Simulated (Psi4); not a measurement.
# CH7NOSi (SMILES OCN[SiH3]): TDA-B3LYP/6-31G(d) (spherical functions, save jk yes, sweep point 5)

We compute the vertical excitations of CH7NOSi. 

The results are computed with Psi4 1.11.

4 further runs of the same task are left out: 4 set aside as unsound or not needed. Runs told in other sessions of the task aren't counted.

## 1. The structure to begin with

CH7NOSi: 11 atoms, total charge 0, spin state singlet. SMILES: `OCN[SiH3]`. Geometry: relaxed at PBE0-D4/def2-TZVP. This is one conformer, not always the lowest.

Bond lengths: O1–C2 1.405 Å, C2–N3 1.432 Å, N3–Si4 1.720 Å, O1–H5 0.962 Å, C2–H6 1.095 Å, C2–H7 1.100 Å, N3–H8 1.009 Å, Si4–H9 1.487 Å, Si4–H10 1.492 Å, Si4–H11 1.485 Å. Some angles: O1–C2–N3 112.6°, C2–N3–Si4 124.6°, O1–C2–H6 104.7°, O1–C2–H7 111.2°, N3–C2–H6 112.6°, N3–C2–H7 107.8°, C2–O1–H5 107.2°, C2–N3–H8 113.6°, Si4–N3–H8 119.4°, N3–Si4–H9 108.0°.

## 2. The excited states at TDA-B3LYP/6-31G(d) (spherical functions, save jk yes, sweep point 5)

ch7nosi.py

```python
import psi4

psi4.set_memory(1600000000)
psi4.set_num_threads(1)
psi4.core.set_output_file('run.log', False)

molecule = psi4.geometry("""
0 1
O     -1.208000     1.808500    -0.668400
C     -0.009800     1.197800    -0.260600
N      0.021500    -0.204300    -0.552200
Si     0.472500    -1.425900     0.571200
H     -1.930700     1.291100    -0.299300
H      0.776900     1.753100    -0.781300
H      0.150800     1.320600     0.820400
H      0.033200    -0.410500    -1.539700
H     -0.212700    -1.140500     1.860100
H      1.934400    -1.515500     0.858100
H      0.037100    -2.731600     0.012700
units angstrom
symmetry c1
""")

options = {'basis': '6-31G*', 'reference': 'rks', 'puream': True, 'scf_type': 'pk', 'dft_radial_points': 99, 'dft_spherical_points': 590, 'save_jk': True}
psi4.set_options(options)

from psi4.driver.procrouting.response.scf_response import tdscf_excitations
e, wfn = psi4.energy("B3LYP", return_wfn=True)
states = tdscf_excitations(wfn, states=8, tda=True)
for k, s in enumerate(states, 1):
    print(f"root {k}: {s['EXCITATION ENERGY'] * 27.211386:.4f} eV  f = {s['OSCILLATOR STRENGTH (LEN)']:.4f}  {s['SYMMETRY']}")
print(f'total energy {e:.8f} hartree = {e * 27.211386:.5f} eV')
for k, v in sorted(psi4.core.scalar_variables().items()):
    print(f'{k:45s} {v:18.10f}')
```

Run with:

```sh
$ python ch7nosi.py
```

run.log:

```text
=> Loading Basis Set <=

    Name: 6-31G*
    Role: ORBITAL
    Keyword: BASIS

         ---------------------------------------------------------
                                   SCF
                              RKS Reference
                        1 Threads,   1525 MiB Core
         ---------------------------------------------------------

  ==> Geometry <==

    Molecular point group: c1
    Full point group: C1

    Geometry (in Angstrom), charge = 0, multiplicity = 1:

       Center              X                  Y                   Z               Mass
    ------------   -----------------  -----------------  -----------------  -----------------
         O           -1.141478649522     1.820147977417    -0.608267435112    15.994914619570
         C            0.056721350478     1.209447977417    -0.200467435112    12.000000000000
         N            0.088021350478    -0.192652022583    -0.492067435112    14.003074004430
         SI           0.539021350478    -1.414252022583     0.631332564888    27.976926534650
         H           -1.864178649522     1.302747977417    -0.239167435112     1.007825032230
         H            0.843421350478     1.764747977417    -0.721167435112     1.007825032230
         H            0.217321350478     1.332247977417     0.880532564888     1.007825032230
         H            0.099721350478    -0.398852022583    -1.479567435112     1.007825032230
         H           -0.146178649522    -1.128852022583     1.920232564888     1.007825032230
         H            2.000921350478    -1.503852022583     0.918232564888     1.007825032230
         H            0.103621350478    -2.719952022583     0.072832564888     1.007825032230

  Running in c1 symmetry.

  Rotational constants: A =      0.70292  B =      0.08475  C =      0.08434 [cm^-1]
  Rotational constants: A =  21072.96307  B =   2540.74630  C =   2528.53487 [MHz]
  Nuclear repulsion =  173.728160386498956

  Charge       = 0
  Multiplicity = 1
  Electrons    = 42
  Nalpha       = 21
  Nbeta        = 21

  ==> Algorithm <==

  SCF Algorithm Type is PK.
  DIIS enabled.
  MOM disabled.
  Fractional occupation disabled.
  Guess Type is SAD.
  Energy threshold   = 1.00e-06
  Density threshold  = 1.00e-06
  Integral threshold = 1.00e-12

  ==> Primary Basis <==

  Basis Set: 6-31G*
    Blend: 6-31G*
    Number of shells: 40
    Number of basis functions: 74
    Number of Cartesian functions: 78
    Spherical Harmonics?: true
    Max angular momentum: 2

  ==> DFT Potential <==

   => LibXC <=

    Version 7.1.2

   => Composite Functional: B3LYP <=

    B3LYP Hyb-GGA Exchange-Correlation Functional

    Deriv               =              1
    GGA                 =           TRUE
    Meta                =          FALSE

    Exchange Hybrid     =           TRUE
    MP2 Hybrid          =          FALSE

   => Exchange Functionals <=

    0.0800   Slater exchange
    0.7200         Becke 88

   => Exact (HF) Exchange <=

    0.2000               HF

   => Correlation Functionals <=

    0.1900   Vosko, Wilk & Nusair (VWN5_RPA)
    0.8100   Lee, Yang & Parr

   => LibXC Density Thresholds  <==

    XC_HYB_GGA_XC_B3LYP:  1.00E-15

   => Molecular Quadrature <=

    Radial Scheme          =       TREUTLER
    Pruning Scheme         =           NONE
    Nuclear Scheme         =       TREUTLER

    Blocking Scheme        =         OCTREE
    BS radius alpha        =              1
    Pruning alpha          =              1
    Radial Points          =             99
    Spherical Points       =            590
    Total Points           =         607664
    Total Blocks           =           4289
    Max Points             =            256
    Max Functions          =             73
    Weights Tolerance      =       1.00E-15

  ==> Integral Setup <==

  Using in-core PK algorithm.
   Calculation information:
      Number of atoms:                  11
      Number of AO shells:              40
      Number of primitives:            100
      Number of atomic orbitals:        78
      Number of basis functions:        74

      Integral cutoff                 1.00e-12
      Number of threads:                 1

  Performing in-core PK
  Using 7703400 doubles for integral storage.
  We computed 308530 shell quartets total.
  Whereas there are 336610 unique shell quartets.

  ==> DiskJK: Disk-Based J/K Matrices <==

    J tasked:                  Yes
    K tasked:                  Yes
    wK tasked:                  No
    Memory [MiB]:              228
    Schwarz Cutoff:          1E-12

  Cached 50.0% of DFT collocation blocks in 0.529 [GiB].

  Minimum eigenvalue in the overlap matrix is 6.9510053784E-03.
  Reciprocal condition number of the overlap matrix is 1.4012200333E-03.
    Using symmetric orthogonalization.

  ==> Pre-Iterations <==

  SCF Guess: Superposition of Atomic Densities via on-the-fly atomic UHF (no occupation information).

   -------------------------
    Irrep   Nso     Nmo
   -------------------------
     A         74      74
   -------------------------
    Total      74      74
   -------------------------

  ==> Iterations <==

                        Total Energy        Delta E     RMS |[F,P]|

   @RKS iter SAD:  -461.25992025226316   -4.61260e+02   0.00000e+00
   @RKS iter   1:  -461.48031305100955   -2.20393e-01   1.09726e-02 DIIS/ADIIS
   @RKS iter   2:  -461.12367078917026    3.56642e-01   1.59512e-02 DIIS/ADIIS
   @RKS iter   3:  -461.77179888609317   -6.48128e-01   1.26680e-03 DIIS/ADIIS
   @RKS iter   4:  -461.77521707630558   -3.41819e-03   7.52099e-04 DIIS/ADIIS
   @RKS iter   5:  -461.77633178344900   -1.11471e-03   2.37540e-04 DIIS/ADIIS
   @RKS iter   6:  -461.77645647082556   -1.24687e-04   3.63918e-05 DIIS
   @RKS iter   7:  -461.77646015894021   -3.68811e-06   9.83375e-06 DIIS
   @RKS iter   8:  -461.77646039685885   -2.37919e-07   1.94680e-06 DIIS
   @RKS iter   9:  -461.77646040796407   -1.11052e-08   1.88369e-07 DIIS
  Energy and wave function converged.

  ==> Post-Iterations <==

   Electrons on quadrature grid:
      Ntotal   =   41.9999982607 ; deviation = -1.739e-06

    Orbital Energies [Eh]
    ---------------------

    Doubly Occupied:

       1A    -66.124214     2A    -19.133811     3A    -14.314710
       4A    -10.255679     5A     -5.285194     6A     -3.643733
       7A     -3.643037     8A     -3.642292     9A     -1.026897
      10A     -0.874882    11A     -0.661525    12A     -0.557048
      13A     -0.529079    14A     -0.456401    15A     -0.443403
      16A     -0.413165    17A     -0.353774    18A     -0.350966
      19A     -0.332394    20A     -0.281449    21A     -0.246154

    Virtual:

      22A      0.025683    23A      0.067212    24A      0.082496
      25A      0.100539    26A      0.112312    27A      0.134959
      28A      0.156837    29A      0.177747    30A      0.204467
      31A      0.222736    32A      0.235933    33A      0.263782
      34A      0.295984    35A      0.382062    36A      0.488877
      37A      0.555813    38A      0.579111    39A      0.609118
      40A      0.652820    41A      0.677556    42A      0.695194
      43A      0.763081    44A      0.799582    45A      0.824068
      46A      0.842425    47A      0.888654    48A      0.921529
      49A      0.923766    50A      1.008709    51A      1.016872
      52A      1.072691    53A      1.088092    54A      1.111331
      55A      1.158046    56A      1.166136    57A      1.289372
      58A      1.391950    59A      1.442619    60A      1.650516
      61A      1.695248    62A      1.739544    63A      1.812464
      64A      1.953736    65A      2.060601    66A      2.097993
      67A      2.115504    68A      2.251768    69A      2.384185
      70A      2.408113    71A      2.473003    72A      2.617094
      73A      2.703771    74A      2.852679

    Final Occupation by Irrep:
              A
    DOCC [    21 ]
    NA   [    21 ]
    NB   [    21 ]

  @RKS Final Energy:  -461.77646040796407

   => Energetics <=

    Nuclear Repulsion Energy =            173.7281603864989563
    One-Electron Energy =                -980.1166644570837434
    Two-Electron Energy =                 380.6034377519733880
    DFT Exchange-Correlation Energy =     -35.9913940893526814
    Empirical Dispersion Energy =           0.0000000000000000
    VV10 Nonlocal Energy =                  0.0000000000000000
    Total Energy =                       -461.7764604079640662

Computation Completed

Properties will be evaluated at   0.000000,   0.000000,   0.000000 [a0]

Properties computed using the SCF density matrix

 Multipole Moments:

 ------------------------------------------------------------------------------------
     Multipole            Electronic (a.u.)      Nuclear  (a.u.)        Total (a.u.)
 ------------------------------------------------------------------------------------

 L = 1.  Multiply by 2.5417464519 to convert [e a0] to [Debye]
 Dipole X            :         -1.1375164            1.1822065            0.0446901
 Dipole Y            :          0.9412047           -1.2887648           -0.3475600
 Dipole Z            :         -1.2872563            1.2796615           -0.0075948
 Magnitude           :                                                    0.3505037

 ------------------------------------------------------------------------------------

	total time  =         15 seconds =       0.25 minutes

******************************************************************************************
**********                               WARNING                                **********
**********       The names of excited state variables changed between 1.5       **********
**********     and 1.6. For a quick solution, remove the symmetry specifier     **********
**********   from the variable name. For full details, see 'Notes on Psivars'   **********
**********                        in the documentation.                         **********
******************************************************************************************

         ---------------------------------------------------------
                         TDSCF excitation energies
         ---------------------------------------------------------

  ==> Options <==

     Residual threshold  : 1.0000e-04
     Initial guess       : denominators
     Reference           : RHF
     Solver type         : TDA (Davidson)

  ==> Requested Excitations <==

      8 singlet states with A symmetry

  ==> Seeking the lowest 8 singlet states with A symmetry

                         Generalized Davidson Solver

  ==> Options <==

    Max number of iterations        = 60
    Eigenvector tolerance           = 1.0000e-04
    Max number of expansion vectors = 1600

  => Iterations <=
                           Max[D[value]]     Max[|R|]   # vectors
  DavidsonSolver iter   1:   3.28691e-01  6.38779e-02     32
  DavidsonSolver iter   2:   4.94878e-03  1.42411e-02     40
  DavidsonSolver iter   3:   4.08104e-04  7.59828e-03     48
  DavidsonSolver iter   4:   1.62219e-04  2.41803e-03     56
  DavidsonSolver iter   5:   8.83958e-06  3.09996e-04     62
  DavidsonSolver iter   6:   1.30781e-07  4.52536e-05     63      Converged

******************************************************************************************
**********                               WARNING                                **********
**********  Length-gauge rotatory strengths are **NOT** gauge-origin invariant  **********
******************************************************************************************

                                    Excitation Energy         Total Energy        Oscillator Strength             Rotatory Strength
     #   Sym: GS->ES (Trans)        au              eV              au          au (length)    au (velocity)    au (length)    au (velocity)
    ---- -------------------- --------------- --------------- --------------- --------------- --------------- --------------- ---------------
     1        A->A (1 A)       0.23049         6.27185        -461.54597       0.0282          0.0468          0.0866          0.0786
     2        A->A (1 A)       0.27096         7.37316        -461.50550       0.0006          0.0026         -0.0098         -0.0256
     3        A->A (1 A)       0.27651         7.52431        -461.49995       0.0212          0.0092          0.0353          0.0190
     4        A->A (1 A)       0.29776         8.10251        -461.47870       0.0127          0.0047         -0.0446         -0.0068
     5        A->A (1 A)       0.30556         8.31472        -461.47090       0.0539          0.0434          0.0747          0.0436
     6        A->A (1 A)       0.31312         8.52055        -461.46334       0.0515          0.0162          0.0088          0.0137
     7        A->A (1 A)       0.31641         8.61004        -461.46005       0.0148          0.0152         -0.0339         -0.0145
     8        A->A (1 A)       0.32479         8.83799        -461.45167       0.0501          0.0373         -0.0401         -0.0271

Contributing excitations
Only contributions with abs(coeff) > 1.00e-01 will be printed:

Excited State    1 (1 A):   0.23049 au   197.68 nm f = 0.0282
  Sums of squares: Xssq =  1.000000e+00
     20a  ->  22a     0.123266 ( 1.519%)
     21a  ->  22a    -0.988188 (97.651%)

Excited State    2 (1 A):   0.27096 au   168.16 nm f = 0.0006
  Sums of squares: Xssq =  1.000000e+00
     20a  ->  22a    -0.148722 ( 2.212%)
     21a  ->  23a     0.982349 (96.501%)

Excited State    3 (1 A):   0.27651 au   164.78 nm f = 0.0212
  Sums of squares: Xssq =  1.000000e+00
     20a  ->  22a    -0.964394 (93.006%)
     20a  ->  25a    -0.118790 ( 1.411%)
     21a  ->  22a    -0.116051 ( 1.347%)
     21a  ->  23a    -0.147922 ( 2.188%)

Excited State    4 (1 A):   0.29776 au   153.02 nm f = 0.0127
  Sums of squares: Xssq =  1.000000e+00
     19a  ->  22a     0.127222 ( 1.619%)
     20a  ->  24a    -0.193824 ( 3.757%)
     20a  ->  25a    -0.163595 ( 2.676%)
     21a  ->  24a    -0.859280 (73.836%)
     21a  ->  25a    -0.261745 ( 6.851%)
     21a  ->  26a    -0.277641 ( 7.708%)

Excited State    5 (1 A):   0.30556 au   149.11 nm f = 0.0539
  Sums of squares: Xssq =  1.000000e+00
     20a  ->  24a    -0.216034 ( 4.667%)
     20a  ->  25a    -0.131294 ( 1.724%)
     21a  ->  24a     0.145481 ( 2.116%)
     21a  ->  25a    -0.789330 (62.304%)
     21a  ->  26a     0.506542 (25.658%)

Excited State    6 (1 A):   0.31312 au   145.51 nm f = 0.0515
  Sums of squares: Xssq =  1.000000e+00
     19a  ->  22a    -0.259829 ( 6.751%)
     20a  ->  23a     0.129741 ( 1.683%)
     20a  ->  25a    -0.109437 ( 1.198%)
     21a  ->  24a     0.354707 (12.582%)
     21a  ->  25a    -0.389510 (15.172%)
     21a  ->  26a    -0.760469 (57.831%)

Excited State    7 (1 A):   0.31641 au   144.00 nm f = 0.0148
  Sums of squares: Xssq =  1.000000e+00
     18a  ->  22a    -0.138102 ( 1.907%)
     19a  ->  22a     0.216493 ( 4.687%)
     20a  ->  23a    -0.928702 (86.249%)
     21a  ->  25a    -0.144943 ( 2.101%)
     21a  ->  26a    -0.143590 ( 2.062%)

Excited State    8 (1 A):   0.32479 au   140.29 nm f = 0.0501
  Sums of squares: Xssq =  1.000000e+00
     19a  ->  22a     0.183848 ( 3.380%)
     20a  ->  23a     0.179941 ( 3.238%)
     20a  ->  24a     0.764248 (58.407%)
     20a  ->  25a     0.422873 (17.882%)
     21a  ->  24a    -0.109634 ( 1.202%)
     21a  ->  25a    -0.332198 (11.036%)

******************************************************************************************
**********                               WARNING                                **********
**********       The names of excited state variables changed between 1.5       **********
**********     and 1.6. For a quick solution, remove the symmetry specifier     **********
**********   from the variable name. For full details, see 'Notes on Psivars'   **********
**********                        in the documentation.                         **********
******************************************************************************************
```

Standard output:

```text
root 1: 6.2718 eV  f = 0.0282  A
root 2: 7.3732 eV  f = 0.0006  A
root 3: 7.5243 eV  f = 0.0212  A
root 4: 8.1025 eV  f = 0.0127  A
root 5: 8.3147 eV  f = 0.0539  A
root 6: 8.5206 eV  f = 0.0515  A
root 7: 8.6100 eV  f = 0.0148  A
root 8: 8.8380 eV  f = 0.0501  A
total energy -461.77646041 hartree = -12565.57751 eV
CURRENT ENERGY                                   -461.7764604080
CURRENT REFERENCE ENERGY                         -461.7764604080
DD SOLVATION ENERGY                                 0.0000000000
DFT FUNCTIONAL TOTAL ENERGY                      -461.7764604080
DFT TOTAL ENERGY                                 -461.7764604080
DFT VV10 ENERGY                                     0.0000000000
DFT XC ENERGY                                     -35.9913940894
GRID ELECTRONS ALPHA                               20.9999991303
GRID ELECTRONS BETA                                20.9999991303
GRID ELECTRONS TOTAL                               41.9999982607
NUCLEAR REPULSION ENERGY                          173.7281603865
ONE-ELECTRON ENERGY                              -980.1166644571
PCM POLARIZATION ENERGY                             0.0000000000
PE ENERGY                                           0.0000000000
SCF ITERATION ENERGY                             -461.7764604080
SCF ITERATIONS                                      9.0000000000
SCF TOTAL ENERGY                                 -461.7764604080
TWO-ELECTRON ENERGY                               380.6034377520
XC GRID RADIAL POINTS                              99.0000000000
XC GRID SPHERICAL POINTS                          590.0000000000
XC GRID TOTAL POINTS                           607664.0000000000
```

Wall time 74 s (1 thread of AMD EPYC 7B13 (Zen 3), shared host); peak memory 0.87 GiB.

The roots found:

```csv
excited state,energy (eV),strength,label
1,6.272,0.0282,A 1
2,7.373,0.0006,A 1
3,7.524,0.0212,A 1
4,8.103,0.0126,A 1
5,8.315,0.0539,A 1
6,8.521,0.0515,A 1
7,8.610,0.0148,A 1
8,8.838,0.0501,A 1
```

## 3. What came out

At TDA-B3LYP/6-31G* (spherical functions, save jk yes, sweep point 5):

```
                                quantity          value
       ground-state or mean-field energy  -461.77646 Eh
 dipole moment (B3LYP Kohn–Sham density)         0.89 D
  HOMO energy (B3LYP Kohn–Sham orbitals)       -6.70 eV
  LUMO energy (B3LYP Kohn–Sham orbitals)        0.70 eV
HOMO–LUMO gap (B3LYP Kohn–Sham orbitals)        7.40 eV
                lowest excitation energy        6.27 eV
```

In words: The brightest of the 8 transitions from the ground state lies at 8.31 eV (149 nm, f = 0.054); the lowest, at 6.27 eV, has f = 0.028. The basis has no diffuse functions, so Rydberg states are missing or pushed up, and the true lowest state may lie lower. Roots above 6.7 eV lie over the negative of the HOMO energy, where those of Rydberg kind are poorly described; valence roots are less touched.
